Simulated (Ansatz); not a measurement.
**AlAsH₄+ (doublet): the correlation ladder, cc-pVDZ**

Aim: climb from Hartree-Fock through coupled cluster for AlAsH₄+ (doublet) at one geometry and basis, and see what each rung misses.

Computed with Ansatz 0.2.0, Gaussian basis. Level: cc-pVDZ, core rule «outside noble gas», up to 19 orbitals frozen.

Plan: UHF; CCSD(T) on ROHF; CCSD(T) on UHF; BCCD(T) on ROHF; CISD as a restricted active space (open shells left free, so some higher excitations enter); CCSDT(Q) on ROHF; CCSDT(Q) on UHF.

6 further runs of the same task are left out: 3 for a known fault of the program, 3 set aside as unsound or not needed. Runs told in other sessions of the task aren't counted.

## (1) What is computed

The geometry is a PBE0/def2-TZVP stationary point (not a proven minimum) of the parent state, kept for this charge and spin. No spin-orbit coupling is included. The filled d shell of As may be among the frozen orbitals whatever the setting's name suggests.

6 atoms, charge 1, spin multiplicity 2.

Atoms are counted from 1 here; the program's logs count them from 0.

Bond lengths: Al1–As2 2.429 Å, Al1–H3 1.587 Å, Al1–H4 1.587 Å, As2–H5 1.522 Å, As2–H6 1.522 Å. Angles: As2–Al1–H3 119.7°, As2–Al1–H4 119.7°, H3–Al1–H4 120.4°, Al1–As2–H5 91.4°, Al1–As2–H6 91.4°, H5–As2–H6 93.5°.

## (2) UHF

File in.yaml:

```yaml
crystal:
  periodic: [false, false, false]
  atoms:
    - {symbol: Al, position_ang: [0.031918, 0.000000, 1.749608]}
    - {symbol: As, position_ang: [-0.038462, 0.000000, -0.678270]}
    - {symbol: H, position_ang: [-0.000011, 1.377251, 2.537113]}
    - {symbol: H, position_ang: [-0.000011, -1.377251, 2.537113]}
    - {symbol: H, position_ang: [1.002266, 1.108594, -0.746352]}
    - {symbol: H, position_ang: [1.002266, -1.108594, -0.746352]}
basis:
  gaussian: {orbitals: cc-pVDZ}
total_charge: 1
magnetization: {spin_polarized: true, initial_magnetization: 1}
hamiltonian: {xc: hf}
output: {orbitals: {seedname: orbitals}}
```

Started as:

```bash
> ansatz run in.yaml --threads 1 --pin off --events-out ev --progress --plain --max-ram 4096MiB --backend cpu
```

After this run come: CCSD(T) on ROHF; CCSD(T) on UHF; BCCD(T) on ROHF; CISD as a restricted active space (open shells left free, so some higher excitations enter); CCSDT(Q) on ROHF; CCSDT(Q) on UHF.

**Question.** What will the summary of the whole plan be? Wanted: UCCSDT(Q) from the RHF energy; RMP2 from UCCSDT(Q); UMP2 from UCCSDT(Q); RCCSD from UCCSDT(Q); RCCSD(T) from UCCSDT(Q); UCCSD(T) from UCCSDT(Q); RCCSDT(Q) from UCCSDT(Q); T1 diagnostic.

As calculated:

```
                         quantity                                                   value
    UCCSDT(Q) from the ROHF energy                                              -5.6718 eV
              RMP2 from UCCSDT(Q)                                         +29.91 kcal/mol
              UMP2 from UCCSDT(Q)                                         +29.93 kcal/mol
             RCCSD from UCCSDT(Q)                                          +3.85 kcal/mol
          RCCSD(T) from UCCSDT(Q)                                          +0.88 kcal/mol
          UCCSD(T) from UCCSDT(Q)                                          +0.82 kcal/mol
         RCCSDT(Q) from UCCSDT(Q)                                          +0.07 kcal/mol
levels within 1 kcal/mol (43 meV)  RCCSD(T), UCCSD(T), BCCD(T), RCCSDT, UCCSDT, RCCSDT(Q)
                    T1 diagnostic                                                   0.029
```

RCCSD(T) misses by +0.88 kcal/mol, 0.7 % of the correlation energy. These misses are within one basis, not against nature; the frozen cores of restricted and unrestricted runs differ, which can shift their rows.

With open shells the CI space here admits some higher excitations, so it is larger than plain CISD.
